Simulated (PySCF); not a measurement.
# One shape, several levels: C2H4AlClSi (SMILES C#C[SiH2][AlH][Cl])

Aim: a comparison of 5 runs (B3LYP/6-31G*, PBE0/def2-SVP, TPSSh/cc-pVDZ, wB97X/def2-SVP, CCSD/6-311G**) of C2H4AlClSi. 

The results are computed with PySCF 2.14.0.

## 1. The system as given

The species is C2H4AlClSi (9 atoms), meant as a singlet with charge 0. As SMILES, `C#C[SiH2][AlH][Cl]`. Geometry: relaxed at PBE0-D4/def2-TZVP. This is one conformer, not always the lowest.

Bond lengths: C1–C2 1.207 Å, C2–Si3 1.825 Å, Si3–Al4 2.451 Å, Al4–Cl5 2.104 Å, C1–H6 1.066 Å, Si3–H7 1.488 Å, Si3–H8 1.488 Å, Al4–H9 1.579 Å. Some angles: C1–C2–Si3 176.7°, C2–Si3–Al4 109.1°, Si3–Al4–Cl5 116.2°, C2–C1–H6 179.3°, C2–Si3–H7 108.7°, C2–Si3–H8 108.7°, Al4–Si3–H7 111.1°, Al4–Si3–H8 111.1°, Si3–Al4–H9 126.8°, Cl5–Al4–H9 117.0°.

## 2. Energy and gradient at B3LYP/6-31G(d) (spherical functions) (run 1)

File run.py:

```python
import pyscf.grad
from pyscf import gto, dft

mol = gto.M(
    atom=[
    ('C', (-0.625600, 1.777600, 1.849500)),
    ('C', (-0.379600, 0.718300, 1.325700)),
    ('Si', (0.008900, -0.832000, 0.444000)),
    ('Al', (0.479900, -0.323300, -1.906600)),
    ('Cl', (0.958200, -1.963500, -3.134700)),
    ('H', (-0.845500, 2.706800, 2.323300)),
    ('H', (-1.149700, -1.757600, 0.570800)),
    ('H', (1.181000, -1.473700, 1.099400)),
    ('H', (0.460900, 1.101000, -2.588400)),
],
    max_memory=1860,
    verbose=4,
    basis='6-31g*',
)

myscf = dft.RKS(mol)
myscf.xc = 'b3lyp'
myscf.conv_tol = 1e-10
myscf.grids.level = 5
myscf.kernel()
if not myscf.converged:
    myscf = myscf.newton().run(myscf.mo_coeff, myscf.mo_occ)

e_final = myscf.e_tot
print('E = %.10f Eh' % e_final)
grad = myscf.Gradients().kernel()
myscf.analyze()
```

Command:

```bash
OMP_NUM_THREADS=1 python run.py
```

Output:

```text
PySCF version 2.14.0

[... 97 lines left out ...]
DFT Exchange-Correlation Energy =      -80.233395597059641
[... 10 lines left out ...]
MO #9   energy= -7.20073125404816  occ= 2
[... 8 lines left out ...]
MO #18  energy= -0.81146038547225  occ= 2
[... 8 lines left out ...]
MO #27  energy= -0.33481148161313  occ= 2
[... 8 lines left out ...]
MO #36  energy= 0.0634919819479745 occ= 0
[... 8 lines left out ...]
MO #45  energy= 0.226716016350061  occ= 0
[... 8 lines left out ...]
MO #54  energy= 0.501113527912969  occ= 0
[... 8 lines left out ...]
MO #63  energy= 0.679650840736695  occ= 0
[... 8 lines left out ...]
MO #72  energy= 0.954078224567519  occ= 0
[... 8 lines left out ...]
MO #81  energy= 1.54460711071222   occ= 0
[... 8 lines left out ...]
MO #90  energy= 3.17153567317355   occ= 0
[... 63 lines left out ...]
pop of  3 Al 3dz^2        0.00919
pop of  3 Al 3dxz         0.00234
pop of  3 Al 3dx2-y2      0.00602
pop of  4 Cl 1s           2.00000
pop of  4 Cl 2s           1.99985
pop of  4 Cl 3s           1.83390
pop of  4 Cl 4s           0.00189
pop of  4 Cl 2px          1.99995
pop of  4 Cl 2py          1.99994
pop of  4 Cl 2pz          1.99994
pop of  4 Cl 3px          1.84907
pop of  4 Cl 3py          1.77692
pop of  4 Cl 3pz          1.84036
pop of  4 Cl 4px          0.00021
pop of  4 Cl 4py          0.00188
pop of  4 Cl 4pz          0.00256
pop of  4 Cl 3dxy         0.00132
pop of  4 Cl 3dyz         0.00391
pop of  4 Cl 3dz^2        0.00088
pop of  4 Cl 3dxz         0.00078
pop of  4 Cl 3dx2-y2      0.00179
pop of  5 H 1s            0.82434
pop of  5 H 2s            0.01152
pop of  6 H 1s            1.06785
pop of  6 H 2s            0.00299
pop of  7 H 1s            1.06783
pop of  7 H 2s            0.00299
pop of  8 H 1s            1.12207
pop of  8 H 2s            0.00149
 ** Mulliken atomic charges  **
charge of    0C =     -0.13810
charge of    1C =     -0.27444
charge of    2Si =      0.30646
charge of    3Al =      0.52229
charge of    4Cl =     -0.31514
charge of    5H =      0.16414
charge of    6H =     -0.07084
charge of    7H =     -0.07082
charge of    8H =     -0.12355
Dipole moment(X, Y, Z, Debye): -0.42671,  1.52822,  1.06437
```

It took 41 s on 1 thread of Arm Neoverse V1, shared host; peak memory 0.89 GiB.

## 3. Energy and gradient at PBE0/def2-SVP (run 2)

File run.py:

```python
import pyscf.grad
from pyscf import gto, dft

system = gto.M(
    atom='''
C     -1.182213     3.359177     3.495048
C     -0.717340     1.357390     2.505210
Si     0.016819    -1.572252     0.839038
Al     0.906880    -0.610948    -3.602952
Cl     1.810736    -3.710477    -5.923724
H     -1.597763     5.115111     4.390401
H     -2.172618    -3.321383     1.078656
H      2.231767    -2.784889     2.077565
H      0.870975     2.080588    -4.891367
''',
    unit='bohr',
    max_memory=1860,
    basis='def2-svp',
    verbose=4,
)

calc0 = dft.RKS(system, xc='pbe0')
calc0.grids.level = 5
calc0.conv_tol = 1e-10
calc0.kernel()
if not calc0.converged:
    calc0 = calc0.newton().run(calc0.mo_coeff, calc0.mo_occ)

etot = calc0.e_tot
print(f'total energy: {etot:.8f} hartree')
grad = calc0.Gradients().kernel()
calc0.analyze()
```

Command:

```bash
OMP_NUM_THREADS=1 python run.py
```

Output:

```text
PySCF version 2.14.0

[... 100 lines left out ...]
MO #2   energy= -66.2497758222742  occ= 2
[... 9 lines left out ...]
MO #12  energy= -3.6807288379806   occ= 2
[... 9 lines left out ...]
MO #22  energy= -0.444412901720857 occ= 2
[... 9 lines left out ...]
MO #32  energy= -0.0135936033044719 occ= 0
[... 9 lines left out ...]
MO #42  energy= 0.223880485748842  occ= 0
[... 9 lines left out ...]
MO #52  energy= 0.441251119733932  occ= 0
[... 9 lines left out ...]
MO #62  energy= 0.659814353767241  occ= 0
[... 9 lines left out ...]
MO #72  energy= 0.908275949952132  occ= 0
[... 9 lines left out ...]
MO #82  energy= 1.35236663918262   occ= 0
[... 9 lines left out ...]
MO #92  energy= 1.86471185413705   occ= 0
[... 9 lines left out ...]
MO #102 energy= 3.66920716093506   occ= 0
[... 75 lines left out ...]
pop of  4 Cl 3pz          1.83429
pop of  4 Cl 4px          0.00009
pop of  4 Cl 4py          0.00051
pop of  4 Cl 4pz          0.00094
pop of  4 Cl 3dxy         0.00162
pop of  4 Cl 3dyz         0.00408
pop of  4 Cl 3dz^2        0.00121
pop of  4 Cl 3dxz         0.00096
pop of  4 Cl 3dx2-y2      0.00200
pop of  5 H 1s            0.82516
pop of  5 H 2s            0.01167
pop of  5 H 2px           0.00029
pop of  5 H 2py           0.00141
pop of  5 H 2pz           0.00055
pop of  6 H 1s            1.05627
pop of  6 H 2s            0.00414
pop of  6 H 2px           0.00193
pop of  6 H 2py           0.00122
pop of  6 H 2pz           0.00007
pop of  7 H 1s            1.05625
pop of  7 H 2s            0.00414
pop of  7 H 2px           0.00187
pop of  7 H 2py           0.00061
pop of  7 H 2pz           0.00073
pop of  8 H 1s            1.12603
pop of  8 H 2s            0.00254
pop of  8 H 2px           0.00001
pop of  8 H 2py           0.00231
pop of  8 H 2pz           0.00074
 ** Mulliken atomic charges  **
charge of    0C =     -0.13935
charge of    1C =     -0.26771
charge of    2Si =      0.27497
charge of    3Al =      0.52161
charge of    4Cl =     -0.29159
charge of    5H =      0.16092
charge of    6H =     -0.06363
charge of    7H =     -0.06361
charge of    8H =     -0.13162
Dipole moment(X, Y, Z, Debye): -0.31759,  1.24730,  0.73551
```

It took 69 s on 1 thread of Arm Neoverse V1, shared host; peak memory 1 GiB.

Runs 3 to 4 aren't shown in full; the table further down has their settings and results.

## 4. The energy at CCSD/6-311G(d,p) (run 5)

File input.py:

```python
from pyscf import gto, cc

mol = gto.M(
    atom='''
C       -0.625600       1.777600       1.849500
C       -0.379600       0.718300       1.325700
Si       0.008900      -0.832000       0.444000
Al       0.479900      -0.323300      -1.906600
Cl       0.958200      -1.963500      -3.134700
H       -0.845500       2.706800       2.323300
H       -1.149700      -1.757600       0.570800
H        1.181000      -1.473700       1.099400
H        0.460900       1.101000      -2.588400
''',
    verbose=3,
    max_memory=1860,
    basis='6-311g**',
)

myscf = mol.RHF()
myscf.conv_tol = 1e-10
myscf.kernel()
if not myscf.converged:
    myscf = myscf.newton().run(myscf.mo_coeff, myscf.mo_occ)

mycc = cc.CCSD(myscf, frozen=17)
mycc.kernel()
etot = mycc.e_tot
print('E = %.10f Eh' % etot)
myscf.analyze()
```

Command:

```bash
OMP_NUM_THREADS=1 python input.py
```

Output:

```text
converged SCF energy = -1068.46277377036
[... 8 lines left out ...]
MO #6   energy= -10.5477122373512  occ= 2
[... 11 lines left out ...]
MO #18  energy= -1.0799722139172   occ= 2
[... 11 lines left out ...]
MO #30  energy= -0.370229856706119 occ= 2
[... 11 lines left out ...]
MO #42  energy= 0.226103699151837  occ= 0
[... 11 lines left out ...]
MO #54  energy= 0.538651623962218  occ= 0
[... 11 lines left out ...]
MO #66  energy= 0.833498841854776  occ= 0
[... 11 lines left out ...]
MO #78  energy= 1.16361249438465   occ= 0
[... 11 lines left out ...]
MO #90  energy= 1.56581958644327   occ= 0
[... 11 lines left out ...]
MO #102 energy= 2.21404804557391   occ= 0
[... 11 lines left out ...]
MO #114 energy= 2.9345827178046    occ= 0
[... 11 lines left out ...]
MO #126 energy= 8.84906497074499   occ= 0
[... 11 lines left out ...]
MO #138 energy= 219.10173339553    occ= 0
[... 10 lines left out ...]
Dipole moment(X, Y, Z, Debye): -0.51205,  1.89048,  1.24771
```

It took 1.9 min on 1 thread of Arm Neoverse V1, shared host; peak memory 1.9 GiB.

## 5. Overview of the runs

```tsv
run	level	task	integration grid	energy (Eh)	dipole moment (D) of the reference	HOMO energy (eV)	LUMO energy (eV)	wall time
1	B3LYP/6-31G* (spherical functions)	gradient	5	-1070.733958	1.91	-7.18	-2.11	41 s
2	PBE0/def2-SVP	gradient	5	-1069.877959	1.48	-7.50	-1.98	69 s
3	TPSSh/cc-pVDZ	gradient	5	-1070.797413	1.56	-6.90	-2.32	91 s
4	wB97X/def2-SVP	gradient	5	-1070.330174	1.61	-9.72	-0.02	58 s
5	CCSD/6-311G**	energy	–	-1069.066267	2.32	-10.07	0.59	1.9 min
```

## 6. What came out

```
                                           quantity           value
                                run 5: total energy  -1069.06627 Eh
        run 5: dipole moment (Hartree–Fock density)          2.32 D
         run 5: HOMO energy (Hartree–Fock orbitals)       -10.07 eV
         run 5: LUMO energy (Hartree–Fock orbitals)         0.59 eV
       run 5: HOMO–LUMO gap (Hartree–Fock orbitals)        10.66 eV
run 5: correlation energy (17 core orbitals frozen)      -603.5 mEh
                               run 5: T1 diagnostic           0.013
```

What this shows: Over runs 1, 2, 3, 4 the dipole moment (its size) runs from 1.48 D (PBE0/def2-SVP) to 1.91 D (B3LYP/6-31G*). The two ends differ in method and basis. Over runs 1, 2, 3, 4 the HOMO–LUMO gap runs from 4.58 eV (TPSSh/cc-pVDZ) to 9.70 eV (wB97X/def2-SVP). Totals of different functionals can't be ranked against each other. All runs together took 6.2 min, the longest 1.9 min.
